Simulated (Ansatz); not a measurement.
**C3H4BF: basis-set convergence**

How large a basis does C3H4BF need? Two functionals are run in growing sets.

Computed with Ansatz 0.2.0, Gaussian basis. Level: one geometry, several basis sets.

The runs, in order: PBE0-D4/def2-SVP; ωB97M-V/def2-SVP; PBE0-D4/def2-QZVPP; ωB97M-V/def2-QZVPP; the functionals' def2-TZVPP values are taken from earlier runs.

## Step 1: The relaxed structure

All runs share one geometry, relaxed beforehand with PBE0-D4 in a triple-zeta def2 set.

SMILES `FC1=CCB1`, 9 atoms, charge 0, spin multiplicity 1.

Atoms are counted from 1 here; the program's logs count them from 0.

Bond lengths: F1–C2 1.316 Å, C2–C3 1.357 Å, C2–B5 1.502 Å, C3–C4 1.506 Å, C3–H6 1.089 Å, C4–B5 1.593 Å, C4–H7 1.090 Å, C4–H8 1.087 Å, B5–H9 1.191 Å. Angles: F1–C2–C3 129.2°, F1–C2–B5 141.8°, C3–C2–B5 81.9°, C2–C3–C4 100.8°, C2–C3–H6 129.7°, C4–C3–H6 128.2°, C3–C4–B5 74.5°, C3–C4–H7 116.3°, C3–C4–H8 114.0°, B5–C4–H7 118.4°, B5–C4–H8 117.9°, H7–C4–H8 111.3°, C2–B5–C4 91.0°, C2–B5–H9 131.6°, C4–B5–H9 131.7°.

As a file:

```mol
C3H4BF
  3D, bonds by distance, orders not assigned

  9  9  0  0  0  0  0  0  0  0999 V2000
    1.3330    0.6144    2.0129 F   0  0
    0.5461    0.1793    1.0519 C   0  0
    0.8404   -0.0799   -0.2474 C   0  0
   -0.4834   -0.6040   -0.7381 C   0  0
   -0.8316    0.3595    0.4823 B   0  0
    1.7069    0.2164   -0.8364 H   0  0
   -0.7811   -0.2991   -1.7415 H   0  0
   -0.6164   -1.6730   -0.5952 H   0  0
   -1.6253    1.2403    0.5945 H   0  0
  1  2  8  0
  2  3  8  0
  3  4  8  0
  4  5  8  0
  3  6  8  0
  4  7  8  0
  4  8  8  0
  5  9  8  0
  2  5  8  0
M  END
```

## Step 2: PBE0-D4 in def2-SVP

Contents of in.yaml:

```yaml
crystal:
  periodic: [false, false, false]
  atoms:
    - {symbol: F, position_ang: [1.333005, 0.614379, 2.012918]}
    - {symbol: C, position_ang: [0.546065, 0.179319, 1.051886]}
    - {symbol: C, position_ang: [0.840441, -0.079923, -0.247365]}
    - {symbol: C, position_ang: [-0.483359, -0.604034, -0.738107]}
    - {symbol: B, position_ang: [-0.831579, 0.359458, 0.482250]}
    - {symbol: H, position_ang: [1.706851, 0.216385, -0.836420]}
    - {symbol: H, position_ang: [-0.781120, -0.299117, -1.741544]}
    - {symbol: H, position_ang: [-0.616381, -1.673002, -0.595250]}
    - {symbol: H, position_ang: [-1.625321, 1.240337, 0.594532]}
basis:
  gaussian: {orbitals: def2-SVP}
hamiltonian: {xc: pbe0, dispersion: d4}
output: {orbitals: {seedname: orbitals}}
```

Started as:

```sh
$ ansatz run in.yaml --threads 2 --pin off --events-out ev --progress --plain --max-ram 4352MiB
```

The program printed:

```text
Functional definition: PBE0
  name "PBE0"
  cite "Adamo & Barone, J. Chem. Phys. 110, 6158 (1999) doi:10.1063/1.478522"
  cite "Perdew, Burke & Ernzerhof, Phys. Rev. Lett. 77, 3865 (1996) doi:10.1103/PhysRevLett.77.3865"
  parent pbe
  parameter a = 0.25
  parameter kappa = 0.804
  parameter beta = 0.06672455060314922
  exchange = (1 - a)*pbe_x(kappa = kappa, mu = beta*pi^2/3) + a*exact_x
  correlation = pbe_c(beta = beta)
1008 factors; their error is unknown
mean field evaluation 1: about -6550.6988 eV, gradient 4.2e1 eV
mean field evaluation 2: about -6549.3094 eV, gradient 4.8e1 eV
mean field evaluation 4: about -6555.2093 eV, gradient 2.7e0 eV
mean field evaluation 8: about -6555.2243 eV, gradient 4.0e-2 eV
mean field evaluation 16: about -6555.2091 eV, gradient 2.8e-5 eV
mean field -6555.20910611 eV, -240.8994913693 hartree, gradient 2.8e-5 eV, S^2 0.000000; 0 other end points of the search recorded, 0 dependent functions left out
reference -6555.20912827 eV, -240.8994921836 hartree; 18, 18 occupied and 72, 72 virtual orbitals, 1008 factors
Total energy: -6555.33521090 eV, -240.9041256347 hartree
```

Run time: 1 s. Hardware: 2 threads of Arm Neoverse V2, shared host.

## Step 3: ωB97M-V in def2-SVP

Changes to in.yaml since step 2:

```diff
@@ -14,3 +14,3 @@
   gaussian: {orbitals: def2-SVP}
-hamiltonian: {xc: pbe0, dispersion: d4}
+hamiltonian: {xc: {name: wB97M-V}}
 output: {orbitals: {seedname: orbitals}}
```

Launched as before.

The program printed, cut to the lines that bear on the results:

```text
Functional definition: wB97M-V
  name "wB97M-V"
  cite "Mardirossian & Head-Gordon, J. Chem. Phys. 144, 214110 (2016) doi:10.1063/1.4952647"
  cite "Becke, J. Chem. Phys. 107, 8554 (1997) doi:10.1063/1.475007"
  cite "Vydrov & Van Voorhis, J. Chem. Phys. 133, 244103 (2010) doi:10.1063/1.3521275"
  # Of w^i u^j: cxij and so on, Table III.
[...]
  gx(w, u) = 1 - cx + cx01*u + cx10*w
  gss(w, u) = css00 + css04*u^4 + css10*w + css20*w^2 + css43*w^4*u^3
  gos(w, u) = cos00 + cos10*w + (cos20 + cos21*u)*w^2 + (cos60 + cos61*u)*w^6
[...]
      + integral(e_c_pw_mod_opposite_spin*gos(b97_w_opposite, b97_u_opposite)) + vv10(b, c)
1008 factors; their error is unknown
238 factors; integrals over basis functions are off by at most 1.0e-5 eV
[...]
mean field -6559.96795486 eV, -241.0743758353 hartree, gradient 2.5e-5 eV, S^2 0.000000; 0 other end points of the search recorded, 0 dependent functions left out
reference -6559.96799039 eV, -241.0743771407 hartree; 18, 18 occupied and 72, 72 virtual orbitals, 1008 factors
Total energy: -6559.96799039 eV, -241.0743771407 hartree
```

Wall time 4.3 s (2 threads of Arm Neoverse V2, shared host).

## Step 4: PBE0-D4 in def2-QZVPP

Changes to in.yaml since step 3:

```diff
@@ -13,4 +13,4 @@
 basis:
-  gaussian: {orbitals: def2-SVP}
-hamiltonian: {xc: {name: wB97M-V}}
+  gaussian: {orbitals: "def2-QZVPP.json"}
+hamiltonian: {xc: pbe0, dispersion: d4}
 output: {orbitals: {seedname: orbitals}}
```

Same command.

The program printed:

```text
Functional definition: PBE0
  name "PBE0"
  cite "Adamo & Barone, J. Chem. Phys. 110, 6158 (1999) doi:10.1063/1.478522"
  cite "Perdew, Burke & Ernzerhof, Phys. Rev. Lett. 77, 3865 (1996) doi:10.1103/PhysRevLett.77.3865"
  parent pbe
  parameter a = 0.25
  parameter kappa = 0.804
  parameter beta = 0.06672455060314922
  exchange = (1 - a)*pbe_x(kappa = kappa, mu = beta*pi^2/3) + a*exact_x
  correlation = pbe_c(beta = beta)
1145 factors; their error is unknown
mean field evaluation 1: about -6555.1592 eV, gradient 5.9e1 eV
mean field evaluation 2: about -6550.8675 eV, gradient 7.0e1 eV
mean field evaluation 4: about -6562.9370 eV, gradient 5.4e0 eV
mean field evaluation 8: about -6562.9915 eV, gradient 3.5e-1 eV
mean field evaluation 16: about -6562.9916 eV, gradient 3.5e-5 eV
mean field -6562.99162517 eV, -241.1854936694 hartree, gradient 3.5e-5 eV, S^2 0.000000; 0 other end points of the search recorded, 0 dependent functions left out
reference -6562.99166126 eV, -241.1854949957 hartree; 18, 18 occupied and 387, 387 virtual orbitals, 1145 factors
Total energy: -6563.11774389 eV, -241.1901284469 hartree
```

It took 7.5 s on 2 threads of Arm Neoverse V2, shared host; peak memory 0.96 GiB.

## Step 5: ωB97M-V in def2-QZVPP

Changes to in.yaml since step 4:

```diff
@@ -14,3 +14,3 @@
   gaussian: {orbitals: "def2-QZVPP.json"}
-hamiltonian: {xc: pbe0, dispersion: d4}
+hamiltonian: {xc: {name: wB97M-V}}
 output: {orbitals: {seedname: orbitals}}
```

The command is unchanged.

The program printed, cut to the lines that bear on the results:

```text
Functional definition: wB97M-V
  name "wB97M-V"
  cite "Mardirossian & Head-Gordon, J. Chem. Phys. 144, 214110 (2016) doi:10.1063/1.4952647"
  cite "Becke, J. Chem. Phys. 107, 8554 (1997) doi:10.1063/1.475007"
  cite "Vydrov & Van Voorhis, J. Chem. Phys. 133, 244103 (2010) doi:10.1063/1.3521275"
  # Of w^i u^j: cxij and so on, Table III.
[...]
  gx(w, u) = 1 - cx + cx01*u + cx10*w
  gss(w, u) = css00 + css04*u^4 + css10*w + css20*w^2 + css43*w^4*u^3
  gos(w, u) = cos00 + cos10*w + (cos20 + cos21*u)*w^2 + (cos60 + cos61*u)*w^6
[...]
      + integral(e_c_pw_mod_opposite_spin*gos(b97_w_opposite, b97_u_opposite)) + vv10(b, c)
1145 factors; their error is unknown
310 factors; integrals over basis functions are off by at most 8.2e-6 eV
[...]
mean field -6567.99759538 eV, -241.3694596815 hartree, gradient 2.9e-5 eV, S^2 0.000000; 0 other end points of the search recorded, 0 dependent functions left out
reference -6567.99765338 eV, -241.3694618131 hartree; 18, 18 occupied and 387, 387 virtual orbitals, 1145 factors
Total energy: -6567.99765338 eV, -241.3694618131 hartree
```

Run time: 18 s. Hardware: 2 threads of Arm Neoverse V2, shared host; peak memory 1.2 GiB.

## Step 6: Functionals by basis

The def2-TZVPP values come from earlier runs at the same geometry.

| functional | basis | functions | energy (eV) | from the largest (eV) | HOMO (eV) | LUMO (eV) |
| --- | --- | --- | --- | --- | --- | --- |
| PBE0-D4 | def2-SVP | 90 | -6555.3352 | 7.783 | -7.78 | -0.40 |
| PBE0-D4 | def2-TZVPP | 211 | -6562.7660 | 0.352 | -7.82 | -0.55 |
| PBE0-D4 | def2-QZVPP | 405 | -6563.1177 | 0.000 | -7.84 | -0.61 |
| ωB97M-V | def2-SVP | 90 | -6559.9680 | 8.030 | -9.96 | 1.77 |
| ωB97M-V | def2-TZVPP | 211 | -6567.6713 | 0.326 | -10.02 | 1.42 |
| ωB97M-V | def2-QZVPP | 405 | -6567.9977 | 0.000 | -10.04 | 1.20 |

## Step 7: Summary of results

| quantity | value |
| --- | --- |
| PBE0-D4: double and triple zeta above quadruple | 7.78, 0.35 eV |
| ωB97M-V: double and triple zeta above quadruple | 8.03, 0.33 eV |

What this shows: For PBE0-D4 the step from double to triple zeta gains 7.43 eV and the next only 0.35 eV. These are total energies; as a rule much of such shifts cancels in differences, which this series doesn't test. The LUMO of ωB97M-V is positive and keeps falling with the basis (1.77 to 1.20 eV): an unbound level that the basis holds in place.

For PBE0-D4 the largest set took about 8 times as long as the smallest (7.5 s against 1 s).
